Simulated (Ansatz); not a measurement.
The system is HfIn4SiO6.

```
CELL_PARAMETERS angstrom
5.33162 0.01593 -0.04837
-2.57933 4.88198 -0.01914
-1.51813 -1.22216 9.45525
ATOMIC_POSITIONS crystal
Hf 0.23802 0.06928 0.40279
In 0.14547 0.57471 0.87038
In 0.52445 0.72220 0.34881
In 0.57313 0.31316 0.12096
In 0.88250 0.38531 0.56415
Si 0.88112 0.94770 0.03773
O 0.26442 0.40613 0.48868
O 0.95713 0.78886 0.48788
O 0.83989 0.63938 0.98584
O 0.99055 0.00270 0.21370
O 0.13665 0.20373 0.97864
O 0.56667 0.94684 0.00044
```

The cell was built by a generator and needn't be a form met in nature.

Base run:

* Program: Ansatz 0.2.0
* Functional: PBE
* Potentials or basis: PseudoDojo standard (PBE files)
* Cutoff: 1143 eV
* Density cutoff: 4572 eV
* k mesh: 6 × 6 × 3
* Occupations: fermi-dirac, width 0.05 eV
* Spin: no spin polarisation

Its results: band gap on the k mesh 1.12 eV, indirect (least direct gap 1.25 eV); pressure -0.2 GPa; largest force 0.270 eV/Å.

The run is repeated on the same cell with these changes: functional from PBE to BLYP; potentials or basis from PseudoDojo standard (PBE files) to Ansatz PAW; cutoff from 1143 eV to 420 eV (not typed: the program's choice for these potentials); valence electrons from 104 to 118. What comes out?

Band gap on the k mesh 1.16 eV, indirect (least direct gap 1.29 eV); pressure 2.6 GPa; largest force 0.271 eV/Å.

Caveats: spin-orbit coupling is left out, which moves the levels of the heavy elements; odd divisions of the mesh miss points on the zone boundary, where band edges often lie, so the gap on the mesh can be too wide (some runs); the k mesh misses the band edges, so the gap on the mesh is wider than the one along the path (some runs); the PAW data sets come from PBE, with cores solved anew for the run's functional, which leaves a small shift of forces and pressure (some runs).
